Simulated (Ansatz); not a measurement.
# BFH4N2: the cost of one run

All numbers below are computed with Ansatz 0.2.0 (RKS B3LYP-D4/def2-SVP).

## 1. The starting structure

Bond lengths: B1–N2 1.550 Å, N2–H3 1.060 Å, N2–H4 1.060 Å, B1–F5 1.320 Å, B1–N6 1.550 Å, N6–H7 1.060 Å, N6–H8 1.060 Å. Angles: B1–N2–H3 120.0°, B1–N2–H4 120.0°, H3–N2–H4 120.0°, N2–B1–F5 120.0°, N2–B1–N6 120.0°, F5–B1–N6 120.0°, B1–N6–H7 120.0°, B1–N6–H8 120.0°, H7–N6–H8 120.0°.

As a file:

```xyz
8

B     0.0000    0.0000    0.0000
N     0.0000    0.0000    1.5500
H    -0.8770   -0.2713    2.0800
H     0.8770    0.2713    2.0800
F     1.1431    0.0000   -0.6600
N    -1.3423    0.0000   -0.7750
H    -2.0112   -0.8164   -0.6764
H    -1.5914    0.8164   -1.4036
```

## 2. Relaxing the start

File input.yaml:

```yaml
crystal:
  periodic: [false, false, false]
  atoms:
    - { symbol: B, position_ang: [0.0, 0.0, 0.0] }
    - { symbol: "N", position_ang: [0.0, 0.0, 1.55] }
    - { symbol: H, position_ang: [-0.877, -0.2713, 2.08] }
    - { symbol: H, position_ang: [0.877, 0.2713, 2.08] }
    - { symbol: F, position_ang: [1.1431, 0.0, -0.66] }
    - { symbol: "N", position_ang: [-1.3423, 0.0, -0.775] }
    - { symbol: H, position_ang: [-2.0112, -0.8164, -0.6764] }
    - { symbol: H, position_ang: [-1.5914, 0.8164, -1.4036] }
basis:
  gaussian: { orbitals: def2-SVP }
hamiltonian:
  xc: b3lyp
  dispersion: d4
relax:
  f_tol: 0.02
  max_steps: 40
output:
  orbitals: {}
```

On the command line:

```sh
$ ansatz run input.yaml --threads 2 --pin off --max-ram 3072MiB --backend cpu --events-out ev --progress --plain --runs-dir out
```

Q: Estimate wall time and peak memory on 2 threads of Arm Neoverse V2, shared host.

About 9.6 s, with a peak of 0.14 GiB.
